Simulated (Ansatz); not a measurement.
# MoSi2 (Si2Mo-type): zero-pressure volume and bulk modulus with r²SCAN + D4

One table from this session's results is given with a row withheld; the runs are named, their logs left out.

Computed with Ansatz 0.2.0 (DFT r²SCAN + D4, scalar-relativistic, plane waves, PAW, unless a step's input says otherwise).

1 further run of the same task is left out (set aside as unsound or not needed). Runs told in other sessions of the task aren't counted.

## Starting point

Symmetry: I4/mmm, No. 139, tetragonal system. Conventional cell: a = 3.204 Å, b = 3.204 Å, c = 7.843 Å, α = 90.00°, β = 90.00°, γ = 90.00°. Around Si (site symmetry 4mm) lie 5 Si at 2.59 to 2.63 Å and 5 Mo at 2.61 to 2.63 Å. Mo (site symmetry 4/mmm) has 10 Si at 2.61 to 2.63 Å in its first shell of neighbours.

As a file:

```cif
data_structure
_symmetry_space_group_name_H-M 'I4/mmm'
_symmetry_Int_Tables_number 139
_cell_length_a 3.2038
_cell_length_b 3.2038
_cell_length_c 7.8425
_cell_angle_alpha 90.000
_cell_angle_beta 90.000
_cell_angle_gamma 90.000
_cell_volume 80.50
loop_
_atom_site_label
_atom_site_type_symbol
_atom_site_symmetry_multiplicity
_atom_site_Wyckoff_symbol
_atom_site_fract_x
_atom_site_fract_y
_atom_site_fract_z
_atom_site_occupancy
Si1 Si 4 e 0.00000 0.00000 0.33512 1
Mo1 Mo 2 a 0.00000 0.00000 0.00000 1
```

An earlier run on this cell at PBE gave 2.59 GPa at 13.416 Å³/atom (10×10×10 mesh), no gap.

Set-up of the first run:

input.yaml reads:

```yaml
crystal:
  lattice:
    - [-1.6018812136, 1.6018812136, 3.9212716889]
    - [1.6018812136, -1.6018812136, 3.9212716889]
    - [1.6018812136, 1.6018812136, -3.9212716889]
  atoms:
    - { symbol: Si, position: [0.3351230337, 0.3351230337, 0.0] }
    - { symbol: Si, position: [0.6648769663, 0.6648769663, 0.0] }
    - { symbol: Mo, position: [0.0, 0.0, 0.0] }
basis:
  ecutwfc: 500
  ecutrho_ratio: 4
kpoints:
  mp_grid: { grid: [10, 10, 10] }
hamiltonian:
  xc: r2scan
  dispersion: d4
scf:
  occupations: { method: gaussian, width: 0.05 }
output:
  forces: true
  stress: true
  eigenvalues: true
relax:
  f_tol: 0.02
  max_steps: 40
  cell: { stress_tol: 0.2, fix: [volume] }
```

Command:

```console
$ ansatz run input.yaml --threads 4 --pin off --max-ram 8192MiB --backend cpu --events-out ev --progress --plain --runs-dir out
```

Among the steps run: At the given cell; Stepping to 13.160 Å³/atom; Stepping to 13.240 Å³/atom; Volume × 0.98 of the new zero; Volume × 1.02 of the new zero; Volume × 0.96 of the new zero; Volume × 1.04 of the new zero.

One of the session's tables, all rows but one given; the rest of the session is left out.

It belongs to the step «Energy and pressure against volume». 

```
volume (Å³/atom)  energy (meV/atom)  pressure (GPa)
          12.711              15.90            9.98
          12.975                  ?               ?
          13.240               0.00            0.00
          13.505               3.55           -4.23
          13.770              13.73           -8.02
```

Estimate the missing values for volume (Å³/atom) = 12.975.

Worked estimate for «energy (meV/atom)». A straight line through the neighbours (12.711, 15.90) and (13.240, 0.00) gives 15.90 + (0.00 − 15.90) × (12.975 − 12.711) / (13.240 − 12.711) = 7.97; a parabola fitted to 3 rows on both sides gives 4.14.

As computed: energy (meV/atom): 3.83; pressure (GPa): 4.72. In «energy (meV/atom)» the line misses by +4.14 and the parabola by +0.31.
